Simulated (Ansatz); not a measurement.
# AlSn: a single-point run

The task is a single-point run on AlSn. The structure is shown as the input types it.

Program: Ansatz 0.2.0. Level of theory: DFT, PBEsol, PAW with Ansatz's default frozen-core files, scalar-relativistic. These are calculated values, not measurements.

## (1) The structure to begin with

Symmetry: P-6m2, No. 187, hexagonal system. Conventional cell: a = 7.208 Å, b = 7.208 Å, c = 5.678 Å, α = 90.00°, β = 90.00°, γ = 120.00°.

As a file:

```cif
data_structure
_symmetry_space_group_name_H-M 'P-6m2'
_symmetry_Int_Tables_number 187
_cell_length_a 7.2079
_cell_length_b 7.2079
_cell_length_c 5.6776
_cell_angle_alpha 90.000
_cell_angle_beta 90.000
_cell_angle_gamma 120.000
_cell_volume 255.45
loop_
_atom_site_label
_atom_site_type_symbol
_atom_site_symmetry_multiplicity
_atom_site_Wyckoff_symbol
_atom_site_fract_x
_atom_site_fract_y
_atom_site_fract_z
_atom_site_occupancy
Al1 Al 1 a 0.00000 0.00000 0.00000 1
Sn1 Sn 1 d 0.33333 0.66667 0.50000 1
```

## (2) Running it

Contents of input.yaml:

```yaml
crystal:
  lattice:
    - [7.20785392, 0.0, 0.0]
    - [-3.60392696, 6.2421846, 0.0]
    - [0.0, 0.0, 5.67762517]
  atoms:
    - { symbol: Al, position: [0.0, 0.0, 0.0] }
    - { symbol: Sn, position: [0.3333333333, 0.6666666667, 0.5] }
kpoints:
  mp_grid: { grid: [10, 10, 11] }
  band_path:
    path:
      - [0.0, 0.0, 0.0]
      - [0.5, 0.0, 0.0]
      - [0.3333333333, 0.3333333333, 0.0]
      - [0.0, 0.0, 0.0]
      - [0.0, 0.0, 0.5]
      - [0.5, 0.0, 0.5]
      - [0.3333333333, 0.3333333333, 0.5]
      - [0.0, 0.0, 0.5]
      - [0.5, 0.0, 0.5]
    npoints: 6
scf:
  occupations: { method: fermi_dirac, width: 0.05 }
  max_iter: 75
hamiltonian:
  xc: pbesol
  pseudopotentials: { kind: paw }
output:
  forces: true
  stress: true
  eigenvalues: true
  efg: { contact_densities: true }
  populations: true
```

Command:

```bash
$ ansatz run input.yaml --threads 1 --pin off --max-ram 2048MiB --backend cpu --events-out ev --progress --plain --runs-dir out
```

Output:

```text
Sn: output.efg is read without spin–orbit coupling, which moves field gradients at and beside such atoms by some per cent and up to a factor of two; PAW files take it under magnetization.noncollinear and magnetization.spin_orbit
Engine: ansatz 0.2.0
Pseudopotentials: kind: paw
Pseudopotential: Al, paw, valence charge 3, recommended cutoff 420 eV (normal)
Pseudopotential: Sn, paw, valence charge 14, recommended cutoff 420 eV (normal)
Functional definition: PBEsol
  exchange = pbesol_x
  correlation = pbesol_c
Crystal: 2 atoms, lattice volume = 255.452 Å³
Basis set: ecut = 420 eV, 4987 PW (Γ), exchange–correlation on 100×100×80 points (8 copies of the dense FFT grid, shifted against one another)
Bands: 13, of which v1, the nominal top of the filled ones, is band 9 counted from 1 (8 counted from 0)
Symmetry: 12 space group operations
Space group: P-6m2 (ITA 187), of the structure as read, at distance tolerance 6.3e-5 Å
k-points: 84 of 1100 (time reversal used)
Non-local potential: Al, projectors of the file, l = 0: 2, l = 1: 2, l = 2: 1
Non-local potential: Sn, projectors of the file, l = 0: 2, l = 1: 2, l = 2: 2, l = 3: 2
PAW form: soft (Blöchl's): semilocal exchange-correlation on the pseudo side does not see the compensation charge
PAW frozen core: Al, regenerated for the run's functional, and the local potential with it (the file was generated under x = pbe(κ = 0.804, μ = 0.2195149727645171), c = pbe(β = 0.06672455060314922))
PAW frozen core: Sn, regenerated for the run's functional, and the local potential with it (the file was generated under x = pbe(κ = 0.804, μ = 0.2195149727645171), c = pbe(β = 0.06672455060314922))
PAW one-centre angular grid: Al, 110 points (default); XC on 64 Gauss nodes
PAW one-centre angular grid: Sn, 590 points (default); XC on 64 Gauss nodes
Initial density: superposition of atomic densities (neutral atoms: chi_scale 0, normalization atom), corrected by the library's trained network
Initial wavefunctions: pseudopotential atomic-orbital guess
Functional: x = pbesol(κ = 0.804, μ = 0.12345679012345678), c = pbesol(β = 0.046)
SCF iter   1: F=—  HF=-6468.162132 eV  |F-HF|=—  |Δ(HF+E_count)|=         —  Δρ=4.69e-3  dr2=3.74e-1  ethr=1.77e-3  ⟨swp⟩=6.7  Hψ=7047  notcnv=0
preconditioner: auto → LDOS  [metal: Δε(μ)=0.004 eV  Ē_g=4.103 eV  σ=0.050 eV  W_gap=0.02  n_scr=20 (ndim 8)  ℏωp=6.1 eV  f_vac=0.257  D(μ)=9.80/eV (n_scr^D=70)  β→1.0]
SCF iter   2: F=—  HF=-6468.095246 eV  |F-HF|=—  |Δ(HF+E_count)|=   6.69e-2  Δρ=1.90e-3  dr2=4.84e-2  ethr=1.77e-3  ⟨swp⟩=2.9  Hψ=2138  notcnv=0
SCF iter   3: F=—  HF=-6468.100437 eV  |F-HF|=—  |Δ(HF+E_count)|=   5.19e-3  Δρ=6.47e-4  dr2=2.43e-3  ethr=2.85e-4  ⟨swp⟩=2.8  Hψ=1597  notcnv=0
SCF iter   4: F=—  HF=-6468.100973 eV  |F-HF|=—  |Δ(HF+E_count)|=   5.36e-4  Δρ=2.31e-4  dr2=2.06e-4  ethr=1.43e-5  ⟨swp⟩=3.0  Hψ=1945  notcnv=0
SCF iter   5: F=—  HF=-6468.101080 eV  |F-HF|=—  |Δ(HF+E_count)|=   1.07e-4  Δρ=9.23e-5  dr2=2.31e-5  ethr=1.21e-6  ⟨swp⟩=2.0  Hψ=1835  notcnv=0
SCF iter   6: F=—  HF=-6468.101073 eV  |F-HF|=—  |Δ(HF+E_count)|=   6.50e-6  Δρ=2.46e-5  dr2=6.03e-6  ethr=1.36e-7  ⟨swp⟩=2.0  Hψ=1804  notcnv=0
SCF iter   7: F=—  HF=-6468.101078 eV  |F-HF|=—  |Δ(HF+E_count)|=   4.21e-6  Δρ=7.37e-6  dr2=4.61e-7  ethr=3.55e-8  ⟨swp⟩=2.0  Hψ=1333  notcnv=0
SCF iter   8: F=-6468.101078 eV  HF=-6468.101078 eV  |F-HF|=6.29e-9  |Δ(HF+E_count)|=   2.97e-7  Δρ=1.73e-6  dr2=3.46e-8  ethr=5.88e-10  ⟨swp⟩=7.2  Hψ=5246  notcnv=0
SCF 1 converged in 8 iterations: F = -6468.101078 eV  dr2 = 3.46e-8
NSCF: frozen V_eff on 49 k-points
SCF converged after 8 iterations
Free energy (F): -6468.101078 eV
Harris-Foulkes:  -6468.101078 eV  (|F-HF|=6.29e-9)
Internal energy: -6468.031004 eV  (E = F + TS)
E sigma→0 (E₀):  -6468.066041 eV
Entropy (-TS):   -0.070073 eV (-35.037 meV/atom)
Fermi energy:    -1.354627 eV
--- Per-component energies (eV) ---
  E_band       = -264.032053
  E_kinetic    = 196.114290
  E_local      = -2013.947665  (includes V_loc(G=0)·N_el)
  E_nonlocal   = -19.531971
  E_hartree    = 1019.653307
  E_xc         = -409.087270
  E_vxc        = -112.996509  (∫ρ·V_xc dr)
  E_paw        = -4516.200922  (= ΣΔE_a)
  E_vpaw       = -352.976620  (= ΣTr[D̂ρ^β])
  E_aug_tail   = -0.000002  (compensation charges beyond the density's cutoff)
  E_ewald      = -725.334749
  E_core_change = 0.303979  (= ΣΔE_core)
  E_smearing   = -0.070073  (= −TS)
  E_closure    = 0.000000  (closes the sum)
  Σ components = -6468.101078   (vs F -6468.101078, Δ=0.00e0)
--- Forces (eV/Å), atoms counted from 1 ---
  atom   1  Al     0.00000000    -0.00000000     0.00000000
  atom   2  Sn     0.00000000     0.00000000     0.00000000
  max |Σ_I F_I| component: 4.63e-18 eV/Å
--- Stress (GPa, compression-positive) ---
       -1.450791       0.000000       0.000000
        0.000000      -1.450791       0.000000
        0.000000       0.000000      -2.012325
  P = ⅓ Tr σ = -1.6380 GPa (-16.380 kbar)
--- PAW observables at the nuclei: V_zz in 10²¹ V/m², potentials from the cell's mean, atoms counted from 1 ---
  atom   1  Al V_zz =    -0.487337   η = 0.0000   by run symmetry: allowed
            electrostatic potential = -1216.904764 V   contact ρ = 10060.601056 e/Å³
  atom   2  Sn V_zz =    -0.802194   η = 0.0000   by run symmetry: allowed
            electrostatic potential = -8159.175183 V   contact ρ = 1234672.741138 e/Å³
--- Band table (eV; the first three rows and the last of 84) ---
  k-point 0: bands = ["-23.2415", "-23.2415", "-23.2332", "-23.2332", "-23.2302", "-7.9949", "-5.6112", "-1.3088", "-1.3088", "-0.8847", "-0.1406", "-0.1406", "0.3339"]
  k-point 1: bands = ["-23.2415", "-23.2415", "-23.2332", "-23.2332", "-23.2301", "-7.9892", "-5.6085", "-1.2885", "-1.2885", "-0.9475", "-0.1450", "-0.1450", "0.1822"]
  k-point 2: bands = ["-23.2415", "-23.2415", "-23.2333", "-23.2333", "-23.2301", "-7.9738", "-5.6016", "-1.2307", "-1.2307", "-1.0937", "-0.1614", "-0.1614", "-0.1400"]
  k-point 83: bands = ["-23.2415", "-23.2415", "-23.2333", "-23.2333", "-23.2299", "-7.9093", "-5.5435", "-1.7754", "-1.6739", "-1.1873", "-0.5129", "-0.0260", "0.1824"]
--- Löwdin populations: 2 sites ---
  site symbol       q [e]
     0     Al      2.9080
     1     Sn     14.0862
  spilling = 0.000340 (of n_electrons = 17.000000)
```

Run time: 31 s. Hardware: 1 thread of Arm Neoverse V2, shared host; peak memory 0.61 GiB.

## (3) Checking the result

The run converged and reported no error, with warnings (gradients without spin orbit). That alone doesn't make the input a sound one.

The geometry is stretched towards separate atoms, where one determinant is a poor description. The shortest distance in the input is 5.04 Å, between atoms 1 (Al) and 2 (Sn).

What to do: start from sensible bond lengths.

## (4) A check with that setting changed

Other changes include scf.max_iter.

Changes to input.yaml since step 2:

```diff
@@ -2,5 +2,5 @@
   lattice:
-    - [7.20785392, 0.0, 0.0]
-    - [-3.60392696, 6.2421846, 0.0]
-    - [0.0, 0.0, 5.67762517]
+    - [4.1981056157, 0.0, 0.0]
+    - [-2.0990528078, 3.6356661109, 0.0]
+    - [0.0, 0.0, 3.306847]
   atoms:
@@ -24,3 +24,2 @@
   occupations: { method: fermi_dirac, width: 0.05 }
-  max_iter: 75
 hamiltonian:
```

Command:

```bash
$ ansatz run input.yaml --threads 1 --pin off --max-ram 2048MiB --backend cpu --events-out ev --progress --plain --runs-dir out
```

Excerpt of the output:

```text
[...]
Basis set: ecut = 420 eV, 953 PW (Γ), exchange–correlation on 60×60×48 points (8 copies of the dense FFT grid, shifted against one another)
[...]
k-points: 84 of 1100 (time reversal used)
[...]
SCF iter   1: F=—  HF=-6473.944966 eV  |F-HF|=—  |Δ(HF+E_count)|=         —  Δρ=2.22e-3  dr2=2.25e-3  ethr=1.77e-3  ⟨swp⟩=6.0  Hψ=7043  notcnv=0
preconditioner: auto → none  [metal: Δε(μ)=0.070 eV  Ē_g=18.248 eV  σ=0.050 eV  W_gap=0.31  n_scr=8 (ndim 8)  ℏωp=21.6 eV  f_vac=0.000  D(μ)=0.78/eV (n_scr^D=0)  sad-step TF]
SCF iter   2: F=—  HF=-6473.943696 eV  |F-HF|=—  |Δ(HF+E_count)|=   1.27e-3  Δρ=1.40e-3  dr2=9.24e-4  ethr=1.32e-5  ⟨swp⟩=1.5  Hψ=1835  notcnv=0
[...]
SCF iter   6: F=—  HF=-6473.943452 eV  |F-HF|=—  |Δ(HF+E_count)|=   6.54e-7  Δρ=1.86e-5  dr2=1.29e-7  ethr=7.20e-9  ⟨swp⟩=2.0  Hψ=1489  notcnv=0
SCF iter   7: F=-6473.943452 eV  HF=-6473.943452 eV  |F-HF|=9.11e-9  |Δ(HF+E_count)|=   7.37e-8  Δρ=4.64e-6  dr2=7.19e-9  ethr=5.88e-10  ⟨swp⟩=5.7  Hψ=3695  notcnv=0
[...]
SCF converged after 7 iterations
Free energy (F): -6473.943452 eV
[...]
E sigma→0 (E₀):  -6473.940243 eV
[...]
Fermi energy:    7.742478 eV
[...]
  P = ⅓ Tr σ = -2.0098 GPa (-20.098 kbar)
[...]
```

Wall time 7.7 s (1 thread of Arm Neoverse V2, shared host); peak memory 0.39 GiB.

| run | ending | energy change | pressure (GPa) | gap (eV) | force (eV/Å) | cycles | time |
| --- | --- | --- | --- | --- | --- | --- | --- |
| first try | converged | +2.92 eV/atom | -1.6 | 0.00 | 0.00 | 8 | 31 s |
| second try | converged | 0 | -2.0 | 0.00 | 0.00 | 7 | 7.7 s |

## (5) Results

```
                           quantity                      value
                          first try    converged, 8 SCF cycles
                 fault in the input        structure stretched
                         second try    converged, 7 SCF cycles
energy (zero set by the potentials)              -6473.9435 eV
                           pressure                  -2.01 GPa
                    gap on the mesh  none (metal on this mesh)
                      largest force                 0.000 eV/Å
```

What this shows: Both runs converge, but the first lies +2.92 eV/atom from the second; on mending, the pressure goes from -1.6 to -2.0 GPa. Only the second answers the question as it was meant.
